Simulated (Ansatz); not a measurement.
# W16N: the cost of one run

Program: Ansatz 0.2.0. Level of theory: DFT LDA, plane waves, PAW, scalar-relativistic, no spin polarisation. These are calculated values, not measurements.

### 1 Starting point

The cell holds 17 atoms (NW16): a = 6.320 Å, b = 6.320 Å, c = 6.320 Å, α = 90.00°, β = 90.00°, γ = 90.00°.

Its coordinates follow in the input file.

### 2 Preparing the start

Contents of input.yaml:

```yaml
accuracy: low
crystal:
  lattice:
    - [6.32, 0.0, 0.0]
    - [0.0, 6.32, 0.0]
    - [0.0, 0.0, 6.32]
  atoms:
    - { symbol: W, position: [0.0, 0.0, 0.0] }
    - { symbol: W, position: [0.5, 0.0, 0.0] }
    - { symbol: W, position: [0.0, 0.5, 0.0] }
    - { symbol: W, position: [0.0, 0.0, 0.5] }
    - { symbol: W, position: [0.25, 0.25, 0.25] }
    - { symbol: W, position: [0.5, 0.5, 0.0] }
    - { symbol: W, position: [0.5, 0.0, 0.5] }
    - { symbol: W, position: [0.75, 0.25, 0.25] }
    - { symbol: W, position: [0.0, 0.5, 0.5] }
    - { symbol: W, position: [0.25, 0.75, 0.25] }
    - { symbol: W, position: [0.25, 0.25, 0.75] }
    - { symbol: W, position: [0.5, 0.5, 0.5] }
    - { symbol: W, position: [0.75, 0.75, 0.25] }
    - { symbol: W, position: [0.75, 0.25, 0.75] }
    - { symbol: W, position: [0.25, 0.75, 0.75] }
    - { symbol: W, position: [0.75, 0.75, 0.75] }
    - { symbol: "N", position: [0.1220363, 0.2489438, -0.0098674] }
basis:
  ecutwfc: 420.0
kpoints:
  mp_grid: { grid: [3, 3, 3] }
hamiltonian:
  xc: lda
scf:
  occupations: { method: fermi_dirac, width: 0.15 }
  lower_state_search: "off"
relax:
  f_tol: 0.08
  max_steps: 25
  adjacent_minimum: "off"
```

Command:

```sh
$ ansatz run input.yaml --threads 4 --pin off --max-ram 10240MiB --backend cpu --events-out ev --progress --plain --runs-dir out
```

What time and memory should one allow on 4 threads of Intel Xeon Platinum 8488C (Sapphire Rapids), shared host?

About 66 s, with a peak of 1.2 GiB.
